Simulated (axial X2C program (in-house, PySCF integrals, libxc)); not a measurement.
# InP⁻: EOM-EA-CCSD levels

Aim: EOM-EA-CCSD levels of InP⁻, with spin–orbit coupling in the Hamiltonian from the start.

The runs use an in-house X2C program for linear molecules on PySCF integrals; two-component X2C with atomic mean-field terms, In dyall-acv3z, P dyall-av3z.

All values are calculated.

### 1 Input

task.json reads:

```json
{"zs": [49, 15], "q": -1, "bas": ["dyall-acv3z", "dyall-av3z"], "r0": 2.38, "eom": "ea", "thr": -2.0, "nmax": 92, "grid": [1, 0.96, 1.045, 0.92, 1.09, 1.15], "rq": 0}
```

Keys: zs atomic numbers; q charge; bas basis sets; r0 starting distance in Å; eom kind of EOM run; thr threshold in hartree for freezing inner shells (an s shell follows its p shell); nmax most natural virtual spinors; grid distances as factors.

Launch:

```bash
$ python soeom.py task.json out
```

Further steps of the session: EOM-EA-CCSD at 2.435 Å.

Before running it: what results should come out? Wanted: next root led by one particle; T1 of the reference; lowest state, Re and ωe.

As calculated:

| quantity | value |
| --- | --- |
| lowest root at 2.435 Å | Ω = 3/2, 1.877 eV |
| next root led by one particle | Ω = 3/2, about 17670 cm⁻¹ higher |
| T1 of the reference | 0.012 |
| lowest state, Re and ωe | 2.448 Å, 333 cm⁻¹ |

The added electron is bound by 1.88 eV in a spinor of 67% P pπ, 24% In pπ. The closed-shell reference lies 0.91 eV above the lowest determinant found, so these energies count from an excited configuration. Errors of 0.1 to 0.3 eV are usual at this size, and roots led by higher excitations are left out, so the list is incomplete, and low states of that kind can be missing. T1 or the largest double amplitude of the reference is raised, which lowers the reliability.
